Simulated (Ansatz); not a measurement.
# C2H5ClGe: a ladder of functionals and wavefunction methods

Aim: compute C2H5ClGe with functionals from several rungs and with coupled cluster. The yardstick is the atomisation energy at the CCSD(T) limit.

The runs use Ansatz 0.2.0, Gaussian basis; functionals in def2-TZVPP, the program's frozen cores in correlated methods.

The runs, in order: LDA (SPW92), PBE-D4, revPBE-D4, BLYP-D4, r2SCAN-D4, B97M-V, PBE0-D4, B3LYP-D4, r2SCANh-D4, r2SCAN0-D4, HSE06-D4, BHLYP-D4, CAM-B3LYP-D4, LC-ωPBE, ωB97X-V, ωB97M-V, B2PLYP, PBE-QIDH; CCSD(T)/def2-SVP; CCSD(T)/def2-TZVPP; MP2/def2-QZVPP; extrapolation to the limit; RPA on PBE.

## 1. The geometry

All runs share one geometry, relaxed beforehand with PBE0-D4 in a triple-zeta def2 set.

SMILES `Cl[CH]1[CH2][GeH2]1`, 9 atoms, charge 0, spin multiplicity 1.

Atoms are counted from 1 here; the program's logs count them from 0.

Bond lengths: Cl1–C2 1.758 Å, C2–C3 1.516 Å, C2–Ge4 1.949 Å, C2–H5 1.084 Å, C3–Ge4 1.949 Å, C3–H6 1.085 Å, C3–H7 1.085 Å, Ge4–H8 1.523 Å, Ge4–H9 1.520 Å. Angles: Cl1–C2–C3 117.4°, Cl1–C2–Ge4 122.4°, Cl1–C2–H5 110.3°, C3–C2–Ge4 67.1°, C3–C2–H5 116.0°, Ge4–C2–H5 117.6°, C2–C3–Ge4 67.1°, C2–C3–H6 116.9°, C2–C3–H7 115.6°, Ge4–C3–H6 121.1°, Ge4–C3–H7 115.1°, H6–C3–H7 113.5°, C2–Ge4–C3 45.8°, C2–Ge4–H8 118.0°, C2–Ge4–H9 117.4°, C3–Ge4–H8 119.7°, C3–Ge4–H9 117.0°, H8–Ge4–H9 118.7°.

## 2. LDA

This LDA is Slater exchange with PW92 correlation.

in.yaml

```yaml
crystal:
  periodic: [false, false, false]
  atoms:
    - {symbol: Cl, position_ang: [-2.360889, 0.168468, 0.255476]}
    - {symbol: C, position_ang: [-0.746154, 0.320435, -0.422392]}
    - {symbol: C, position_ang: [0.363809, 0.761527, 0.511625]}
    - {symbol: Ge, position_ang: [0.623641, -1.043934, -0.174037]}
    - {symbol: H, position_ang: [-0.786521, 0.822149, -1.382512]}
    - {symbol: H, position_ang: [0.989322, 1.582993, 0.178167]}
    - {symbol: H, position_ang: [0.096400, 0.820190, 1.561076]}
    - {symbol: H, position_ang: [1.606257, -1.285149, -1.312261]}
    - {symbol: H, position_ang: [0.302534, -2.192879, 0.767758]}
basis:
  gaussian: {orbitals: def2-TZVPP}
hamiltonian: {xc: lda}
output: {orbitals: {seedname: orbitals}}
```

After this run come: PBE-D4 (GGA); revPBE-D4 (GGA); BLYP-D4 (GGA); r2SCAN-D4 (meta-GGA); B97M-V (meta-GGA); PBE0-D4 (hybrid); B3LYP-D4 (hybrid); r2SCANh-D4 (hybrid); r2SCAN0-D4 (hybrid); HSE06-D4 (hybrid); BHLYP-D4 (hybrid); CAM-B3LYP-D4 (range-separated); LC-ωPBE (range-separated); ωB97X-V (range-separated); ωB97M-V (range-separated); B2PLYP (double hybrid); PBE-QIDH (double hybrid); CCSD(T) in def2-SVP; CCSD(T) in def2-TZVPP; MP2 in def2-QZVPP; RPA on PBE orbitals.

Before running them: what should the planned runs give, taken together? Wanted: atomisation energy, CCSD(T)/CBS; farthest beyond LDA; mean size of error, GGA; mean size of error, meta-GGA; mean size of error, hybrid; mean size of error, range-separated; mean size of error, double hybrid; gap, smallest and largest; T1 diagnostic.

**Answer**, as computed:

| quantity | value |
| --- | --- |
| atomisation energy, CCSD(T)/CBS | 2983.8 kJ/mol |
| functionals within 29.8 kJ/mol (1.0 %) | revPBE-D4, r2SCAN-D4, B97M-V, PBE0-D4, r2SCANh-D4, HSE06-D4, CAM-B3LYP-D4, LC-ωPBE, ωB97X-V, ωB97M-V, PBE-QIDH |
| farthest beyond LDA | BHLYP-D4 (-110.5 kJ/mol) |
| mean size of error, GGA | 40.6 kJ/mol |
| mean size of error, meta-GGA | 11.9 kJ/mol |
| mean size of error, hybrid | 33.8 kJ/mol |
| mean size of error, range-separated | 14.1 kJ/mol |
| mean size of error, double hybrid | 31.3 kJ/mol |
| gap, smallest and largest | 4.60 eV (BLYP-D4), 11.29 eV (LC-ωPBE) |
| T1 diagnostic | 0.0109 |
| triples share of the correlation energy | 4.2 % |

What this shows: LDA overbinds by 458.1 kJ/mol (15 %). PBE-D4 is off by +52.7 kJ/mol. Double hybrids carry the basis error of their MP2 part in triple zeta, and no dispersion term here, so their miss is partly the set-up's. The rungs meta-GGA, range-separated miss on average by less than the doubt on the reference (29.8 kJ/mol), so they tie. The reference freezes the cores and leaves out relativity and excitations past (T), and its outer-core shells are covered unevenly, so misses under about 29.8 kJ/mol can't be ranked. Hartree-Fock recovers 71 % of the binding; the rest is correlation. CCSD(T) in def2-SVP is off by -178.9 kJ/mol, worse than the median functional, from the basis alone. The gap grows from 4.6 to 11.3 eV across the functionals, mostly with the share of exact exchange. Correlated methods include outer-core shells of Ge, which these sets cover unevenly.
